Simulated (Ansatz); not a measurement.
# CuTe: the cost of one run

Method: DFT r2SCAN, PAW, plane waves, scalar-relativistic, in Ansatz 0.2.0.

## Step 1: The starting structure

It takes space group Pmmn (No. 59, orthorhombic). Conventional cell: a = 3.155 Å, b = 4.092 Å, c = 6.956 Å, α = 90.00°, β = 90.00°, γ = 90.00°. Around Cu (site symmetry mm2) lie 4 Te at 2.60 to 2.76 Å and 4 Cu at 2.67 Å. Te (site symmetry mm2) has 4 Cu at 2.60 to 2.76 Å as nearest neighbours.

As a file:

```
Cu Te
1.0
     3.15500    0.00000    0.00000
     0.00000    4.09200    0.00000
     0.00000    0.00000    6.95600
Cu Te
2 2
Direct
  0.00000 0.50000 0.45270
  0.50000 0.00000 0.54730
  0.00000 0.00000 0.22130
  0.50000 0.50000 0.77870
```

Atoms are counted from 1 in the order of input.yaml (Te4 and so on).

The first starts: parallel moments, plain SCF; opposed moments +-, plain SCF; no spin polarisation; spin on, no moments given (the program may seed its own), plain SCF. Further starts follow from what these give.

A plain SCF has the search for lower states switched off and ends at the first converged state. Ends within 0.2 meV/atom and 0.1 μB count as one state.

The total moment includes the space between the atomic spheres.

## Step 2: Parallel moments, plain SCF

input.yaml

```yaml
crystal:
  lattice:
    - [3.155, 0.0, 0.0]
    - [0.0, 4.092, 0.0]
    - [0.0, 0.0, 6.956]
  atoms:
    - { symbol: Cu, position: [0.0, 0.5, 0.4527], spin: 1.0 }
    - { symbol: Cu, position: [0.5, 0.0, 0.5473], spin: 1.0 }
    - { symbol: Te, position: [0.0, 0.0, 0.2213] }
    - { symbol: Te, position: [0.5, 0.5, 0.7787] }
magnetization:
  spin_polarized: true
hamiltonian:
  xc: r2scan
  pseudopotentials: { kind: paw }
basis:
  ecutwfc: 500
kpoints:
  mp_grid: { grid: [7, 5, 3] }
scf:
  occupations: { method: fermi_dirac, width: 0.1 }
  lower_state_search: "off"
output:
  forces: true
  stress: true
```

On the command line:

```bash
ansatz run input.yaml --threads 2 --pin off --max-ram 5120MiB --backend cpu --events-out ev --progress --plain --runs-dir out
```

Q: Estimate wall time and peak memory on 2 threads of Intel Xeon at 2.70GHz, shared host.

About 44 s, with a peak of 0.67 GiB.
